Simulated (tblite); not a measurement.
# C7H13P: the cost of one run

Programs: tblite 0.8.0 and PySCF 2.14.0, with density-fitted response routines of our own. Each step states its level of theory. These are calculated values for one molecule in the gas phase, unless marked as measured. Atoms are numbered from 0 throughout.

## 1. The starting structure

21 atoms, charge 0, multiplicity 1; geometry from: force field or distance geometry start.

Bonds of the start (Å): C0–C1 1.51, C1–C2 1.49, C2–P3 1.83, P3–C4 1.87, C4–C5 1.56, C5–C6 1.54, C6–C7 1.55, P3–C1 1.83, C7–C4 1.55, C0–H8 1.09, C0–H9 1.09, C0–H10 1.10, C1–H11 1.08, C2–H12 1.08, C2–H13 1.09, C4–H14 1.11, C5–H15 1.08, C5–H16 1.10, C6–H17 1.09, C6–H18 1.10, C7–H19 1.09, C7–H20 1.10.

## 2. Geometry optimisation with GFN2-xTB

What the job is given:

```
{"job": {"kind": "relax", "xc": "GFN2-xTB", "basis": "xTB"}, "charge": 0, "multiplicity": 1}
C      3.014700    -0.948100     0.039200
C      1.795100    -0.166900    -0.380200
C      1.815700     1.315700    -0.280100
P      0.705400     0.505300     0.931200
C     -0.923900     0.532000     0.019900
C     -1.475000    -0.779300    -0.609600
C     -2.882300    -0.265500    -0.262300
C     -2.217300     0.567600     0.864400
H      3.721300    -0.998000    -0.790700
H      3.521800    -0.501300     0.900000
H      2.726000    -1.973000     0.302900
H      1.315300    -0.631100    -1.225900
H      2.670200     1.811700     0.150800
H      1.337100     1.887800    -1.076900
H     -0.899000     1.369700    -0.706500
H     -1.277300    -0.917800    -1.661300
H     -1.192100    -1.691700    -0.068700
H     -3.342700     0.332100    -1.048200
H     -3.597100    -1.025100     0.075400
H     -2.654400     1.553200     1.034100
H     -2.170400     0.039600     1.823100
```

Started as:

```sh
OMP_NUM_THREADS=1 python probes_run.py task.json out
```

This one command runs all jobs of the session in turn.

**Question.** How long does this first job take on 1 thread of Arm Neoverse V1, shared host, and how much memory does it need?

About 1.2 s, with a peak of 0.18 GiB.
